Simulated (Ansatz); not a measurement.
# CH₆O₃Si: a ladder of functionals and wavefunction methods

One table from this session's results is given with a row withheld; the runs are named, their logs left out.

The runs use Ansatz 0.2.0, Gaussian basis; functionals in def2-TZVPP, the program's frozen cores in correlated methods.

Levels to be run: PBE-D4, r2SCAN-D4, PBE0-D4, B3LYP-D4, ωB97X-V, ωB97M-V, B2PLYP; CCSD(T)/def2-TZVPP; MP2/def2-QZVPP; extrapolation to the limit.

## The relaxed structure

An earlier PBE0-D4 in a triple-zeta def2 set relaxation fixed the geometry.

SMILES `OCO[SiH2]O`, 11 atoms, charge 0, spin multiplicity 1.

Atoms are counted from 1 here; the program's logs count them from 0.

Bond lengths: O1–C2 1.400 Å, O1–H6 0.962 Å, C2–O3 1.396 Å, C2–H7 1.095 Å, C2–H8 1.095 Å, O3–Si4 1.652 Å, Si4–O5 1.638 Å, Si4–H9 1.489 Å, Si4–H10 1.474 Å, O5–H11 0.960 Å. Angles: C2–O1–H6 108.1°, O1–C2–O3 112.3°, O1–C2–H7 111.5°, O1–C2–H8 105.4°, O3–C2–H7 107.0°, O3–C2–H8 111.0°, H7–C2–H8 109.7°, C2–O3–Si4 121.0°, O3–Si4–O5 113.5°, O3–Si4–H9 106.9°, O3–Si4–H10 106.5°, O5–Si4–H9 110.5°, O5–Si4–H10 106.4°, H9–Si4–H10 113.2°, Si4–O5–H11 115.4°.

The first run:

Contents of in.yaml:

```yaml
crystal:
  periodic: [false, false, false]
  atoms:
    - {symbol: O, position_ang: [-0.702195, 1.550019, -0.292918]}
    - {symbol: C, position_ang: [-1.032701, 0.306001, -0.843728]}
    - {symbol: O, position_ang: [-0.697142, -0.753004, 0.002472]}
    - {symbol: Si, position_ang: [0.871683, -1.027276, 0.441902]}
    - {symbol: O, position_ang: [1.442952, 0.055688, 1.529698]}
    - {symbol: H, position_ang: [-1.267659, 1.697285, 0.471740]}
    - {symbol: H, position_ang: [-2.106189, 0.228398, -1.043191]}
    - {symbol: H, position_ang: [-0.477203, 0.247602, -1.785865]}
    - {symbol: H, position_ang: [1.684049, -0.990381, -0.805301]}
    - {symbol: H, position_ang: [0.894877, -2.340467, 1.111079]}
    - {symbol: H, position_ang: [1.454929, 0.969136, 1.234610]}
basis:
  gaussian: {orbitals: def2-TZVPP}
hamiltonian: {xc: pbe, dispersion: d4}
output: {forces: true, orbitals: {seedname: orbitals}}
```

On the command line:

```sh
> ansatz run in.yaml --threads 4 --pin off --events-out ev --progress --plain --max-ram 10444MiB
```

Steps of the session up to this table: PBE-D4 (GGA); r2SCAN-D4 (meta-GGA); PBE0-D4 (hybrid); B3LYP-D4 (hybrid); ωB97X-V (range-separated); ωB97M-V (range-separated); B2PLYP (double hybrid); CCSD(T) in def2-TZVPP; MP2 in def2-QZVPP.

One of the session's tables, all rows but one given; the rest of the session is left out.

It belongs to the step «Atomisation energies». 

```
            method  atomisation energy (eV)
            PBE-D4                   43.721
         r2SCAN-D4                   43.129
           PBE0-D4                   42.711
          B3LYP-D4                   42.946
           ωB97X-V                   43.227
           ωB97M-V                   43.260
            B2PLYP                   42.627
     HF/def2-TZVPP                   30.395
    MP2/def2-TZVPP                   43.010
   CCSD/def2-TZVPP                   41.392
CCSD(T)/def2-TZVPP                        ?
           MP2/CBS                   44.286
       CCSD(T)/CBS                   43.321
```

Q: Estimate the row for CCSD(T)/def2-TZVPP from the others.

The run gave: atomisation energy (eV): 42.045. In the column «atomisation energy (eV)» it lies between CCSD/def2-TZVPP (41.392) and B2PLYP (42.627).

To keep in mind: Free atoms (3 O, 1 C, 1 Si, 6 H) were run apart at each level; the atomisation energy is their sum less the molecule, without zero-point or spin-orbit terms.
